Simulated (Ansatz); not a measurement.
**Ti5Ge3: properties at the relaxed cell**

One table from this session's results is given with a row withheld; the runs are named, their logs left out.

Program: Ansatz 0.2.0. Level of theory: DFT PBEsol, scalar-relativistic, plane waves, PAW. These are calculated values, not measurements.

## Starting point

The structure is hexagonal, space group P6_3/mcm (No. 193). The conventional cell has a = 7.498 Å, b = 7.498 Å, c = 5.147 Å, α = 90.00°, β = 90.00°, γ = 120.00°. Around Ti (site symmetry 32) lie 2 Ti at 2.57 Å and 6 Ge at 2.65 Å. Around Ti (site symmetry m2m) lie 5 Ge at 2.57 to 2.78 Å. Ge (site symmetry m2m) is surrounded by 9 Ti at 2.57 to 2.78 Å.

Coordinates:

```xyz
16
Lattice="7.4979 0.0000 0.0000 -3.7490 6.4934 0.0000 0.0000 0.0000 5.1470" Properties=species:S:1:pos:R:3 pbc="T T T"
Ti    0.0000    4.3289    0.0000
Ti    3.7490    2.1645    2.5735
Ti    3.7490    2.1645    0.0000
Ti    0.0000    4.3289    2.5735
Ti    1.8766    0.0000    1.2868
Ti    0.9383    1.6252    3.8603
Ti   -0.9383    1.6252    1.2868
Ti    5.6213    0.0000    3.8603
Ti    2.8107    4.8682    1.2868
Ti   -2.8107    4.8682    3.8603
Ge    4.5745    0.0000    1.2868
Ge    2.2872    3.9616    3.8603
Ge   -2.2872    3.9616    1.2868
Ge    2.9235    0.0000    3.8603
Ge    1.4617    2.5318    1.2868
Ge   -1.4617    2.5318    3.8603
```

It is the result of an earlier relaxation at this level (volume 15.66 Å³/atom; gap on the mesh: none (metal)).

Set-up of the first run:

File input.yaml:

```yaml
crystal:
  lattice:
    - [7.4221682488, 0.0, 0.0]
    - [-3.7110841244, 6.4277862546, 0.0]
    - [0.0, 0.0, 5.0950497904]
  atoms:
    - { symbol: Ti, position: [0.3333333333, 0.6666666667, 0.0] }
    - { symbol: Ti, position: [0.6666666667, 0.3333333333, 0.5] }
    - { symbol: Ti, position: [0.6666666667, 0.3333333333, 0.0] }
    - { symbol: Ti, position: [0.3333333333, 0.6666666667, 0.5] }
    - { symbol: Ti, position: [0.2502833343, 0.0, 0.25] }
    - { symbol: Ti, position: [0.2502833343, 0.2502833343, 0.75] }
    - { symbol: Ti, position: [0.0, 0.2502833343, 0.25] }
    - { symbol: Ti, position: [0.7497166657, 0.0, 0.75] }
    - { symbol: Ti, position: [0.7497166657, 0.7497166657, 0.25] }
    - { symbol: Ti, position: [0.0, 0.7497166657, 0.75] }
    - { symbol: Ge, position: [0.6100970127, 0.0, 0.25] }
    - { symbol: Ge, position: [0.6100970127, 0.6100970127, 0.75] }
    - { symbol: Ge, position: [0.0, 0.6100970127, 0.25] }
    - { symbol: Ge, position: [0.3899029873, 0.0, 0.75] }
    - { symbol: Ge, position: [0.3899029873, 0.3899029873, 0.25] }
    - { symbol: Ge, position: [0.0, 0.3899029873, 0.75] }
basis:
  ecutwfc: 420
kpoints:
  mp_grid: { grid: [6, 6, 8] }
hamiltonian:
  xc: pbesol
scf:
  occupations: { method: gaussian, width: 0.1 }
output:
  forces: true
  stress: true
  eigenvalues: true
relax:
  adjacent_minimum: "off"
  f_tol: 0.01
  max_steps: 30
  cell: { stress_tol: 0.1, fix: [volume] }
```

Run with:

```sh
$ ansatz run input.yaml --threads 4 --pin off --max-ram 10240MiB --backend cpu --events-out ev --progress --plain --runs-dir out
```

Among the steps run: Volume × 0.97; The cell scaled to 1.03 of its volume; Volume × 0.94; The cell scaled to 1.06 of its volume; The cell scaled to 0.91 of its volume; Point at V/V0 = 1.10; Point at V/V0 = 0.88.

One of the session's tables, all rows but one given; the rest of the session is left out.

It belongs to the step «Fit of the equation of state». 

```
volume (Å³/atom)  energy above the lowest point (meV/atom)  pressure (GPa)
          13.783                                     123.6           23.58
          14.252                                      65.6           16.23
          14.722                                      27.5            9.95
          15.192                                         ?               ?
          15.662                                       0.0            0.00
          16.132                                       5.9           -3.91
          16.602                                      22.5           -7.24
          17.228                                      58.3          -10.91
```

Estimate the missing values for volume (Å³/atom) = 15.192.

Worked estimate for «energy above the lowest point (meV/atom)». A straight line through the neighbours (14.722, 27.5) and (15.662, 0.0) gives 27.5 + (0.0 − 27.5) × (15.192 − 14.722) / (15.662 − 14.722) = 13.7; a parabola fitted to 4 rows on both sides gives 6.4.

The run gave: energy above the lowest point (meV/atom): 6.5; pressure (GPa): 4.58. In «energy above the lowest point (meV/atom)» the line misses by +7.2 and the parabola by -0.1.
